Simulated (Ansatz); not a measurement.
# BeMgH2 (triplet): the correlation ladder at scale of all distances = 2.021, 6-31G, part 1 of 2

Aim: climb from Hartree-Fock through coupled cluster and multireference methods for BeMgH2 (triplet) at one geometry and basis, and see what each rung misses.

The runs use Ansatz 0.2.0, Gaussian basis; 6-31G, core rule «outside noble gas», up to 6 orbitals frozen.

To be run: UHF; CCSD(T) on ROHF; CCSD(T) on UHF; BCCD(T) on ROHF; CISD; CCSDT(Q) on ROHF; CCSDT(Q) on UHF; CISDTQ; CCSDTQ on ROHF; CCSDTQ on UHF; CASSCF and MRCISD+Q, 4 electrons in 4 orbitals; CASSCF and NEVPT2, 4 electrons in 4 orbitals; CASSCF and MRCISD+Q, 6 electrons in 10 orbitals; CASSCF and NEVPT2, 6 electrons in 10 orbitals; Full CI.

12 further runs of the same task are left out: 10 that didn't finish, 2 set aside as unsound or not needed.

## 1. The system

The geometry derives from a PBE0/def2-TZVP stationary point (not a proven minimum). All distances are scaled together.

4 atoms, charge 0, spin multiplicity 3.

Atoms are counted from 1 here; the program's logs count them from 0.

No contacts short enough for the rule that draws bonds.

In the tables R marks a restricted open-shell determinant and U an unrestricted one; 'valence' is the active space of 6 electrons in 10 orbitals; 'pair' is the active space of 4 electrons in 4 orbitals; energies count from the table's Hartree-Fock row.

## 2. UHF

in.yaml

```yaml
crystal:
  periodic: [false, false, false]
  atoms:
    - {symbol: Be, position_ang: [0.000000, -0.129372, 3.868580]}
    - {symbol: Mg, position_ang: [0.000000, -0.074306, -1.327567]}
    - {symbol: H, position_ang: [0.000000, 2.120175, 2.085169]}
    - {symbol: H, position_ang: [0.000000, 0.828338, -4.662542]}
basis:
  gaussian: {orbitals: 6-31G}
magnetization: {spin_polarized: true, initial_magnetization: 2}
hamiltonian: {xc: hf}
output: {orbitals: {seedname: orbitals}}
```

On the command line:

```
ansatz run in.yaml --threads 1 --pin off --events-out ev --progress --plain --max-ram 2393MiB
```

What it wrote:

```text
Functional definition: HF
  name "HF"
  cite "Fock, Z. Phys. 61, 126 (1930) doi:10.1007/BF01340294"
  parent pbe
  exchange = exact_x
  correlation = 0
323 factors; integrals over basis functions are off by at most 2.7e-4 eV
mean field evaluation 1: about -5853.4386 eV, gradient 5.4e0 eV
mean field evaluation 2: about -5853.4503 eV, gradient 5.4e0 eV
mean field evaluation 4: about -5854.7284 eV, gradient 1.1e0 eV
mean field evaluation 8: about -5854.8008 eV, gradient 3.5e-1 eV
mean field evaluation 16: about -5854.8338 eV, gradient 2.9e-5 eV
mean field evaluation 32: about -5852.6763 eV, gradient 6.1e0 eV
mean field evaluation 64: about -5849.8636 eV, gradient 5.5e0 eV
mean field evaluation 96: about -5854.7920 eV, gradient 2.3e-1 eV
mean field evaluation 128: about -5854.0581 eV, gradient 3.2e0 eV
mean field evaluation 160: about -5847.7089 eV, gradient 6.4e0 eV
mean field evaluation 192: about -5853.1858 eV, gradient 1.5e-1 eV
mean field -5854.83376081 eV, -215.1611721609 hartree, gradient 1.0e-5 eV, S^2 2.298578; 4 other end points of the search recorded, 0 dependent functions left out
reference -5854.83376081 eV, -215.1611721609 hartree; 10, 8 occupied and 16, 18 virtual orbitals, 323 factors
Total energy: -5854.83376081 eV, -215.1611721609 hartree
```

Wall time 0.42 s (1 thread of Arm Neoverse V1, shared host).

From the report: ⟨S²⟩ of the determinant 2.299 (pure triplet: 2.00).

## 3. CCSD(T) on ROHF

Edit in.yaml of step 2 so:

```diff
@@ -9,4 +9,3 @@
   gaussian: {orbitals: 6-31G}
-magnetization: {spin_polarized: true, initial_magnetization: 2}
-hamiltonian: {xc: hf}
-output: {orbitals: {seedname: orbitals}}
+magnetization: {spin_polarized: false, initial_magnetization: 2}
+correlation: {method: ccsd_t, electrons: outside_noble_gas}
```

The command is unchanged.

What it wrote (excerpt; [...] marks lines left out):

```text
Functional definition: HF
  name "HF"
  cite "Fock, Z. Phys. 61, 126 (1930) doi:10.1007/BF01340294"
  parent pbe
[...]
323 factors; integrals over basis functions are off by at most 2.7e-4 eV
[...]
mean field -5854.69300194 eV, -215.1559993680 hartree, gradient 5.9e-6 eV, S^2 2.000000; 4 other end points of the search recorded, 0 dependent functions left out
[...]
6 core orbitals not correlated: weight in the atoms' cores, before any rotation towards them, 1.000 or more for the frozen orbitals, at most 0.000 for the correlated occupied ones
reference -5854.69300194 eV, -215.1559993680 hartree; 4, 2 occupied and 16, 18 virtual orbitals, 323 factors
second order -1.14864865 eV of doubles, -0.01042864 eV of singles
cycle   1  -1.68867569 eV  change   -5.3e-1 eV  update   1.1e-1
[...]
cycle  16  -2.17697336 eV  change    1.5e-6 eV  update   5.7e-6
perturbative correction -0.00242095 eV, -0.0000889681 hartree
Total energy: -5856.87239625 eV, -215.2360906314 hartree
```

It took 0.57 s on 1 thread of Arm Neoverse V1, shared host.

From the report: correlation -2.1794 eV; T1 0.025; largest double amplitude 0.16.

## 4. CCSD(T) on UHF

Edit in.yaml of step 3 so:

```diff
@@ -9,3 +9,3 @@
   gaussian: {orbitals: 6-31G}
-magnetization: {spin_polarized: false, initial_magnetization: 2}
+magnetization: {spin_polarized: true, initial_magnetization: 2}
 correlation: {method: ccsd_t, electrons: outside_noble_gas}
```

Launched as before.

What it wrote (excerpt; [...] marks lines left out):

```text
Functional definition: HF
  name "HF"
  cite "Fock, Z. Phys. 61, 126 (1930) doi:10.1007/BF01340294"
  parent pbe
[...]
323 factors; integrals over basis functions are off by at most 2.7e-4 eV
[...]
mean field -5854.83376081 eV, -215.1611721609 hartree, gradient 1.8e-6 eV, S^2 2.298577; 11 other end points of the search recorded, 0 dependent functions left out
determinant -5854.83376081 eV, -215.1611721609 hartree, with singles and doubles -5856.85490273 eV, -215.2354477565 hartree
determinant -5851.98861307 eV, -215.0566149100 hartree, with singles and doubles -5854.38808823 eV, -215.1447939957 hartree
determinant -5851.73780932 eV, -215.0473980420 hartree, with singles and doubles -5854.10878852 eV, -215.1345299208 hartree
determinant -5851.72063664 eV, -215.0467669579 hartree, with singles and doubles -5854.38488093 eV, -215.1446761297 hartree
determinant -5851.67221932 eV, -215.0449876540 hartree, with singles and doubles -5854.38899351 eV, -215.1448272642 hartree
determinant -5851.66126902 eV, -215.0445852379 hartree, with singles and doubles -5854.12417528 eV, -215.1350953736 hartree
6 core orbitals not correlated: weight in the atoms' cores, before any rotation towards them, 1.000 or more for the frozen orbitals, at most 0.000 for the correlated occupied ones
reference -5854.83376081 eV, -215.1611721609 hartree; 4, 2 occupied and 16, 18 virtual orbitals, 323 factors
second order -0.91898765 eV of doubles, -0.00000000 eV of singles
cycle   1  -2.02568811 eV  change   -4.5e-3 eV  update   2.9e-3
[...]
cycle  12  -2.03644612 eV  change    4.0e-6 eV  update   5.5e-6
perturbative correction -0.00214622 eV, -0.0000788721 hartree
Total energy: -5856.87235315 eV, -215.2360890476 hartree
```

Run time: 1.1 s. Hardware: 1 thread of Arm Neoverse V1, shared host.

From the report: ⟨S²⟩ of the determinant 2.299 (pure triplet: 2.00); correlation -2.0386 eV; T1 0.081; largest double amplitude 0.17.

## 5. BCCD(T) on ROHF

Edit in.yaml of step 4 so:

```diff
@@ -9,3 +9,3 @@
   gaussian: {orbitals: 6-31G}
-magnetization: {spin_polarized: true, initial_magnetization: 2}
-correlation: {method: ccsd_t, electrons: outside_noble_gas}
+magnetization: {spin_polarized: false, initial_magnetization: 2}
+correlation: {method: bccd_t, electrons: outside_noble_gas}
```

Launched as before.

What it wrote (excerpt; [...] marks lines left out):

```text
Functional definition: HF
  name "HF"
  cite "Fock, Z. Phys. 61, 126 (1930) doi:10.1007/BF01340294"
  parent pbe
[...]
323 factors; integrals over basis functions are off by at most 2.7e-4 eV
[...]
mean field -5854.69300194 eV, -215.1559993680 hartree, gradient 5.9e-6 eV, S^2 2.000000; 4 other end points of the search recorded, 0 dependent functions left out
[...]
6 core orbitals not correlated: weight in the atoms' cores, before any rotation towards them, 1.000 or more for the frozen orbitals, at most 0.000 for the correlated occupied ones
reference -5854.69300194 eV, -215.1559993680 hartree; 4, 2 occupied and 16, 18 virtual orbitals, 323 factors
second order -1.14864865 eV of doubles, -0.01042864 eV of singles
cycle   1  -1.69508383 eV  change   -5.4e-1 eV  update   1.1e-1
[...]
cycle  17  -2.17688986 eV  change    2.7e-6 eV  update   4.7e-6
perturbative correction -0.00240453 eV, -0.0000883649 hartree
Total energy: -5856.87229633 eV, -215.2360869596 hartree
```

It took 0.7 s on 1 thread of Arm Neoverse V1, shared host.

From the report: correlation -2.1793 eV; largest double amplitude 0.16.

## 6. CISD

Edit in.yaml of step 5 so:

```diff
@@ -10,2 +10,2 @@
 magnetization: {spin_polarized: false, initial_magnetization: 2}
-correlation: {method: bccd_t, electrons: outside_noble_gas}
+correlation: {active_space: {ras: {orbitals: [2, 2, 16], electrons: 6, max_holes: 2, max_particles: 2}, fixed_orbitals: true}}
```

Same command.

What it wrote:

```text
Functional definition: HF
  name "HF"
  cite "Fock, Z. Phys. 61, 126 (1930) doi:10.1007/BF01340294"
  parent pbe
  exchange = exact_x
  correlation = 0
323 factors; integrals over basis functions are off by at most 2.7e-4 eV
mean field evaluation 1: about -5853.2544 eV, gradient 5.1e0 eV
mean field evaluation 2: about -5853.2670 eV, gradient 5.1e0 eV
mean field evaluation 4: about -5854.6327 eV, gradient 2.3e0 eV
mean field evaluation 8: about -5854.6692 eV, gradient 1.1e0 eV
mean field evaluation 16: about -5843.3277 eV, gradient 1.6e1 eV
mean field evaluation 32: about -5854.0842 eV, gradient 3.8e0 eV
mean field evaluation 64: about -5851.4727 eV, gradient 2.2e0 eV
mean field -5854.69300194 eV, -215.1559993680 hartree, gradient 5.9e-6 eV, S^2 2.000000; 4 other end points of the search recorded, 0 dependent functions left out
reference -5854.69300194 eV, -215.1559993680 hartree; 10, 8 occupied and 16, 18 virtual orbitals, 323 factors
state -5856.70733853 eV, -215.2300248723 hartree
Total energy: -5856.70733853 eV, -215.2300248723 hartree
```

Wall time 0.54 s (1 thread of Arm Neoverse V1, shared host).

From the report: 6,592 determinants.

## 7. CCSDT(Q) on ROHF

Edit in.yaml of step 6 so:

```diff
@@ -10,2 +10,2 @@
 magnetization: {spin_polarized: false, initial_magnetization: 2}
-correlation: {active_space: {ras: {orbitals: [2, 2, 16], electrons: 6, max_holes: 2, max_particles: 2}, fixed_orbitals: true}}
+correlation: {method: ccsdt_q, electrons: outside_noble_gas}
```

Launched as before.

What it wrote (excerpt; [...] marks lines left out):

```text
Functional definition: HF
  name "HF"
  cite "Fock, Z. Phys. 61, 126 (1930) doi:10.1007/BF01340294"
  parent pbe
[...]
548 factors; integrals over basis functions are off by at most 1.7e-7 eV
[...]
mean field -5854.69302840 eV, -215.1560003402 hartree, gradient 6.0e-6 eV, S^2 2.000000; 4 other end points of the search recorded, 0 dependent functions left out
[...]
6 core orbitals not correlated: weight in the atoms' cores, before any rotation towards them, 1.000 or more for the frozen orbitals, at most 0.000 for the correlated occupied ones
reference -5854.69302840 eV, -215.1560003402 hartree; 4, 2 occupied and 16, 18 virtual orbitals, 548 factors
second order -1.14868772 eV of doubles, -0.01042838 eV of singles
cycle   1  -1.68870808 eV  change   -5.3e-1 eV  update   1.1e-1
[...]
cycle  23  -2.18052852 eV  change    1.6e-7 eV  update   6.3e-7
perturbative correction -0.00020324 eV, -0.0000074691 hartree
Total energy: -5856.87376017 eV, -215.2361407545 hartree
```

Wall time 2.1 s (1 thread of Arm Neoverse V1, shared host).

From the report: correlation -2.1807 eV; T1 0.025; largest double amplitude 0.16.

## 8. CCSDT(Q) on UHF

Edit in.yaml of step 7 so:

```diff
@@ -9,3 +9,3 @@
   gaussian: {orbitals: 6-31G}
-magnetization: {spin_polarized: false, initial_magnetization: 2}
+magnetization: {spin_polarized: true, initial_magnetization: 2}
 correlation: {method: ccsdt_q, electrons: outside_noble_gas}
```

Launched as before.

What it wrote (excerpt; [...] marks lines left out):

```text
Functional definition: HF
  name "HF"
  cite "Fock, Z. Phys. 61, 126 (1930) doi:10.1007/BF01340294"
  parent pbe
[...]
548 factors; integrals over basis functions are off by at most 1.7e-7 eV
[...]
mean field -5854.83377656 eV, -215.1611727399 hartree, gradient 1.8e-6 eV, S^2 2.298573; 11 other end points of the search recorded, 0 dependent functions left out
determinant -5854.83377656 eV, -215.1611727399 hartree, with singles and doubles -5856.85496792 eV, -215.2354501522 hartree
determinant -5851.98865863 eV, -215.0566165842 hartree, with singles and doubles -5854.38814562 eV, -215.1447961049 hartree
determinant -5851.73796346 eV, -215.0474037068 hartree, with singles and doubles -5854.10911435 eV, -215.1345418948 hartree
determinant -5851.72067991 eV, -215.0467685478 hartree, with singles and doubles -5854.38495437 eV, -215.1446788284 hartree
determinant -5851.67233724 eV, -215.0449919876 hartree, with singles and doubles -5854.38900208 eV, -215.1448275791 hartree
determinant -5851.66131670 eV, -215.0445869903 hartree, with singles and doubles -5854.12306484 eV, -215.1350545656 hartree
6 core orbitals not correlated: weight in the atoms' cores, before any rotation towards them, 1.000 or more for the frozen orbitals, at most 0.000 for the correlated occupied ones
reference -5854.83377656 eV, -215.1611727399 hartree; 4, 2 occupied and 16, 18 virtual orbitals, 548 factors
second order -0.91902099 eV of doubles, -0.00000000 eV of singles
cycle   1  -1.35679879 eV  change   -4.4e-1 eV  update   1.1e-1
[...]
cycle  24  -2.03959730 eV  change    4.9e-8 eV  update   4.8e-7
perturbative correction -0.00018415 eV, -0.0000067674 hartree
Total energy: -5856.87355802 eV, -215.2361333256 hartree
```

Run time: 3 s. Hardware: 1 thread of Arm Neoverse V1, shared host.

From the report: ⟨S²⟩ of the determinant 2.299 (pure triplet: 2.00); correlation -2.0398 eV; T1 0.081; largest double amplitude 0.17.

## 9. CISDTQ

Edit in.yaml of step 8 so:

```diff
@@ -9,3 +9,3 @@
   gaussian: {orbitals: 6-31G}
-magnetization: {spin_polarized: true, initial_magnetization: 2}
-correlation: {method: ccsdt_q, electrons: outside_noble_gas}
+magnetization: {spin_polarized: false, initial_magnetization: 2}
+correlation: {active_space: {ras: {orbitals: [2, 2, 16], electrons: 6, max_holes: 4, max_particles: 4}, fixed_orbitals: true}}
```

Same command.

What it wrote:

```text
Functional definition: HF
  name "HF"
  cite "Fock, Z. Phys. 61, 126 (1930) doi:10.1007/BF01340294"
  parent pbe
  exchange = exact_x
  correlation = 0
323 factors; integrals over basis functions are off by at most 2.7e-4 eV
mean field evaluation 1: about -5853.2544 eV, gradient 5.1e0 eV
mean field evaluation 2: about -5853.2670 eV, gradient 5.1e0 eV
mean field evaluation 4: about -5854.6327 eV, gradient 2.3e0 eV
mean field evaluation 8: about -5854.6692 eV, gradient 1.1e0 eV
mean field evaluation 16: about -5843.3277 eV, gradient 1.6e1 eV
mean field evaluation 32: about -5854.0842 eV, gradient 3.8e0 eV
mean field evaluation 64: about -5851.4727 eV, gradient 2.2e0 eV
mean field -5854.69300194 eV, -215.1559993680 hartree, gradient 5.9e-6 eV, S^2 2.000000; 4 other end points of the search recorded, 0 dependent functions left out
reference -5854.69300194 eV, -215.1559993680 hartree; 10, 8 occupied and 16, 18 virtual orbitals, 323 factors
state -5856.87380759 eV, -215.2361424973 hartree
Total energy: -5856.87380759 eV, -215.2361424973 hartree
```

It took 2.1 s on 1 thread of Arm Neoverse V1, shared host.

From the report: 236,400 determinants.

## 10. CCSDTQ on ROHF

Edit in.yaml of step 9 so:

```diff
@@ -10,2 +10,2 @@
 magnetization: {spin_polarized: false, initial_magnetization: 2}
-correlation: {active_space: {ras: {orbitals: [2, 2, 16], electrons: 6, max_holes: 4, max_particles: 4}, fixed_orbitals: true}}
+correlation: {method: ccsdtq, electrons: outside_noble_gas}
```

Same command.

What it wrote (excerpt; [...] marks lines left out):

```text
Functional definition: HF
  name "HF"
  cite "Fock, Z. Phys. 61, 126 (1930) doi:10.1007/BF01340294"
  parent pbe
[...]
548 factors; integrals over basis functions are off by at most 1.7e-7 eV
[...]
mean field -5854.69302840 eV, -215.1560003402 hartree, gradient 6.0e-6 eV, S^2 2.000000; 4 other end points of the search recorded, 0 dependent functions left out
[...]
6 core orbitals not correlated: weight in the atoms' cores, before any rotation towards them, 1.000 or more for the frozen orbitals, at most 0.000 for the correlated occupied ones
reference -5854.69302840 eV, -215.1560003402 hartree; 4, 2 occupied and 16, 18 virtual orbitals, 548 factors
second order -1.14868772 eV of doubles, -0.01042838 eV of singles
cycle   1  -1.68870808 eV  change   -5.3e-1 eV  update   1.1e-1
[...]
cycle  23  -2.18090688 eV  change   -4.8e-8 eV  update   5.5e-7
Total energy: -5856.87393528 eV, -215.2361471900 hartree
```

It took 14 s on 1 thread of Arm Neoverse V1, shared host.

From the report: correlation -2.1809 eV; T1 0.025; largest double amplitude 0.16.

## 11. CCSDTQ on UHF

Edit in.yaml of step 10 so:

```diff
@@ -9,3 +9,3 @@
   gaussian: {orbitals: 6-31G}
-magnetization: {spin_polarized: false, initial_magnetization: 2}
+magnetization: {spin_polarized: true, initial_magnetization: 2}
 correlation: {method: ccsdtq, electrons: outside_noble_gas}
```

The command is unchanged.

What it wrote (excerpt; [...] marks lines left out):

```text
Functional definition: HF
  name "HF"
  cite "Fock, Z. Phys. 61, 126 (1930) doi:10.1007/BF01340294"
  parent pbe
[...]
548 factors; integrals over basis functions are off by at most 1.7e-7 eV
[...]
mean field -5854.83377656 eV, -215.1611727399 hartree, gradient 1.8e-6 eV, S^2 2.298573; 11 other end points of the search recorded, 0 dependent functions left out
determinant -5854.83377656 eV, -215.1611727399 hartree, with singles and doubles -5856.85496792 eV, -215.2354501522 hartree
determinant -5851.98865863 eV, -215.0566165842 hartree, with singles and doubles -5854.38814562 eV, -215.1447961049 hartree
determinant -5851.73796346 eV, -215.0474037068 hartree, with singles and doubles -5854.10911435 eV, -215.1345418948 hartree
determinant -5851.72067991 eV, -215.0467685478 hartree, with singles and doubles -5854.38495437 eV, -215.1446788284 hartree
determinant -5851.67233724 eV, -215.0449919876 hartree, with singles and doubles -5854.38900208 eV, -215.1448275791 hartree
determinant -5851.66131670 eV, -215.0445869903 hartree, with singles and doubles -5854.12306484 eV, -215.1350545656 hartree
6 core orbitals not correlated: weight in the atoms' cores, before any rotation towards them, 1.000 or more for the frozen orbitals, at most 0.000 for the correlated occupied ones
reference -5854.83377656 eV, -215.1611727399 hartree; 4, 2 occupied and 16, 18 virtual orbitals, 548 factors
second order -0.91902099 eV of doubles, -0.00000000 eV of singles
cycle   1  -1.35679879 eV  change   -4.4e-1 eV  update   1.1e-1
[...]
cycle  24  -2.03999693 eV  change   -1.5e-7 eV  update   6.2e-7
Total energy: -5856.87377350 eV, -215.2361412444 hartree
```

Run time: 16 s. Hardware: 1 thread of Arm Neoverse V1, shared host.

From the report: ⟨S²⟩ of the determinant 2.299 (pure triplet: 2.00); correlation -2.0400 eV; T1 0.081; largest double amplitude 0.17.

## 12. CASSCF and MRCISD+Q, 4 electrons in 4 orbitals

Edit in.yaml of step 11 so:

```diff
@@ -9,3 +9,3 @@
   gaussian: {orbitals: 6-31G}
-magnetization: {spin_polarized: true, initial_magnetization: 2}
-correlation: {method: ccsdtq, electrons: outside_noble_gas}
+magnetization: {spin_polarized: false, initial_magnetization: 2}
+correlation: {method: fic_mrcisd_q, electrons: outside_noble_gas, active_space: {window: {electrons: 4, orbitals: 4}}}
```

Launched as before.

What it wrote (excerpt; [...] marks lines left out):

```text
Functional definition: HF
  name "HF"
  cite "Fock, Z. Phys. 61, 126 (1930) doi:10.1007/BF01340294"
  parent pbe
[...]
323 factors; integrals over basis functions are off by at most 2.7e-4 eV
[...]
mean field -5854.69300194 eV, -215.1559993680 hartree, gradient 5.9e-6 eV, S^2 2.000000; 4 other end points of the search recorded, 0 dependent functions left out
reference -5854.69300194 eV, -215.1559993680 hartree; 10, 8 occupied and 16, 18 virtual orbitals, 323 factors
state -5855.20881668 eV, -215.1749552101 hartree
contracted CI cycle   1: correlation 0.00000000 eV, 0.0000000000 hartree, residual 4.59e0 eV
contracted CI cycle   2: correlation -1.39741786 eV, -0.0513541593 hartree, residual 1.60e0 eV
contracted CI cycle   3: correlation -1.51082615 eV, -0.0555218370 hartree, residual 8.39e-1 eV
contracted CI cycle   4: correlation -1.53630581 eV, -0.0564581973 hartree, residual 3.02e-1 eV
[...]
contracted CI cycle   8: correlation -1.72673409 eV, -0.0634563075 hartree, residual 1.14e-2 eV
contracted CI cycle   9: correlation -1.72673937 eV, -0.0634565015 hartree, residual 4.59e-3 eV
contracted CI cycle  10: correlation -1.72674022 eV, -0.0634565327 hartree, residual 1.82e-3 eV
contracted CI cycle  11: correlation -1.72674031 eV, -0.0634565358 hartree, residual 5.30e-4 eV
contracted CI cycle  12: correlation -1.72674032 eV, -0.0634565362 hartree, residual 1.24e-4 eV
state -5855.02635109 eV, -215.1682497230 hartree; corrected -5857.01243339 eV, -215.2412369016 hartree
state -5855.02635109 eV, -215.1682497230 hartree; corrected -5857.01243339 eV, -215.2412369016 hartree
the orbitals are reached from a further start. From the first start the search ends at -5855.20865263 eV, -215.1749491813 hartree
WARN: the results are in doubt because another end's mean lies 0.182 eV lower, and its corrected mean 0.058 eV higher
Total energy: -5857.01243339 eV, -215.2412369016 hartree
In doubt: another end's mean lies 0.182 eV lower, and its corrected mean 0.058 eV higher
```

It took 0.94 s on 1 thread of Arm Neoverse V1, shared host.

From the report: 18 determinants; active occupations 1.93, 1.00, 1.00, 0.07. Mind the lines of doubt at the end of the log.

(Continued in part 2 of 2.)
